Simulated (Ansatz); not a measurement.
**F2H6Si2Sn: one species, many methods**

An exercise on one series of results from a longer session: the logs are not shown, and one member is left open.

Program: Ansatz 0.2.0, Gaussian basis. Level of theory: functionals in def2-TZVPP, the program's frozen cores in correlated methods. These are calculated values, not measurements.

Levels to be run: LDA (SPW92), PBE-D4, revPBE-D4, BLYP-D4, r2SCAN-D4, B97M-V, PBE0-D4, B3LYP-D4, r2SCANh-D4, r2SCAN0-D4, HSE06-D4, BHLYP-D4, CAM-B3LYP-D4, LC-ωPBE, ωB97X-V, ωB97M-V, B2PLYP, PBE-QIDH; CCSD(T)/def2-SVP; CCSD(T)/def2-TZVPP; MP2/def2-QZVPP; extrapolation to the limit; RPA on PBE.

## The relaxed structure

All runs share one geometry, relaxed beforehand with PBE0-D4 in a triple-zeta def2 set. Sn takes the def2 core potential; no spin-orbit term is included.

11 atoms, charge 0, spin multiplicity 1.

Atoms are counted from 1 here; the program's logs count them from 0.

Bond lengths: F1–Sn2 1.928 Å, Sn2–F3 1.928 Å, Sn2–Si4 2.574 Å, Sn2–Si5 2.574 Å, Si4–H6 1.484 Å, Si4–H7 1.484 Å, Si4–H8 1.482 Å, Si5–H9 1.484 Å, Si5–H10 1.482 Å, Si5–H11 1.484 Å. Angles: F1–Sn2–F3 101.9°, F1–Sn2–Si4 105.1°, F1–Sn2–Si5 105.1°, F3–Sn2–Si4 105.1°, F3–Sn2–Si5 105.1°, Si4–Sn2–Si5 131.1°, Sn2–Si4–H6 108.6°, Sn2–Si4–H7 108.5°, Sn2–Si4–H8 108.1°, H6–Si4–H7 109.9°, H6–Si4–H8 110.8°, H7–Si4–H8 110.8°, Sn2–Si5–H9 108.5°, Sn2–Si5–H10 108.1°, Sn2–Si5–H11 108.6°, H9–Si5–H10 110.8°, H9–Si5–H11 109.9°, H10–Si5–H11 110.8°.

The first run:

The input, in.yaml:

```yaml
crystal:
  periodic: [false, false, false]
  atoms:
    - {symbol: F, position_ang: [-0.011932, -2.382899, -0.331817]}
    - {symbol: Sn, position_ang: [0.135138, -0.572490, 0.315816]}
    - {symbol: F, position_ang: [0.757855, -0.846142, 2.120290]}
    - {symbol: Si, position_ang: [-2.291057, 0.251938, 0.561666]}
    - {symbol: Si, position_ang: [2.145021, 0.429909, -0.942003]}
    - {symbol: H, position_ang: [-2.897461, 0.345606, -0.789955]}
    - {symbol: H, position_ang: [-2.271632, 1.592098, 1.199626]}
    - {symbol: H, position_ang: [-3.026297, -0.721838, 1.403053]}
    - {symbol: H, position_ang: [2.421289, 1.779814, -0.389885]}
    - {symbol: H, position_ang: [3.307451, -0.468256, -0.745031]}
    - {symbol: H, position_ang: [1.797024, 0.535260, -2.381162]}
basis:
  gaussian: {orbitals: def2-TZVPP}
hamiltonian: {xc: lda}
output: {orbitals: {seedname: orbitals}}
```

Launch:

```bash
ansatz run in.yaml --threads 4 --pin off --events-out ev --progress --plain --max-ram 11315MiB
```

Among the steps run: LDA; PBE-D4 (GGA); revPBE-D4 (GGA); BLYP-D4 (GGA); r2SCAN-D4 (meta-GGA); B97M-V (meta-GGA); PBE0-D4 (hybrid); B3LYP-D4 (hybrid); r2SCANh-D4 (hybrid); r2SCAN0-D4 (hybrid); HSE06-D4 (hybrid); BHLYP-D4 (hybrid); CAM-B3LYP-D4 (range-separated); LC-ωPBE (range-separated); ωB97X-V (range-separated); ωB97M-V (range-separated); B2PLYP (double hybrid); PBE-QIDH (double hybrid).

One table of the session follows, with a row left open; its other results are not shown here.

It belongs to the step «Frontier levels by functional». 

| functional | HOMO (eV) | LUMO (eV) | gap (eV) |
| --- | --- | --- | --- |
| LDA (SPW92) | ? | ? | ? |
| PBE-D4 | -6.87 | -2.07 | 4.80 |
| revPBE-D4 | -6.82 | -1.98 | 4.84 |
| BLYP-D4 | -6.73 | -1.97 | 4.75 |
| r2SCAN-D4 | -7.14 | -1.85 | 5.30 |
| B97M-V | -7.28 | -1.99 | 5.29 |
| PBE0-D4 | -7.99 | -1.32 | 6.67 |
| B3LYP-D4 | -7.78 | -1.52 | 6.26 |
| r2SCANh-D4 | -7.55 | -1.59 | 5.96 |
| r2SCAN0-D4 | -8.15 | -1.21 | 6.94 |
| HSE06-D4 | -7.60 | -1.68 | 5.92 |
| BHLYP-D4 | -8.94 | -0.51 | 8.43 |
| CAM-B3LYP-D4 | -9.16 | -0.36 | 8.80 |
| LC-ωPBE | -10.40 | 0.71 | 11.10 |
| ωB97X-V | -10.09 | 0.61 | 10.70 |
| ωB97M-V | -9.89 | 0.33 | 10.22 |

Q: Estimate the row for LDA (SPW92) from the others.

As computed: HOMO (eV): -7.01; LUMO (eV): -2.32; gap (eV): 4.69. In the column «HOMO (eV)» it lies between r2SCAN-D4 (-7.14) and PBE-D4 (-6.87).
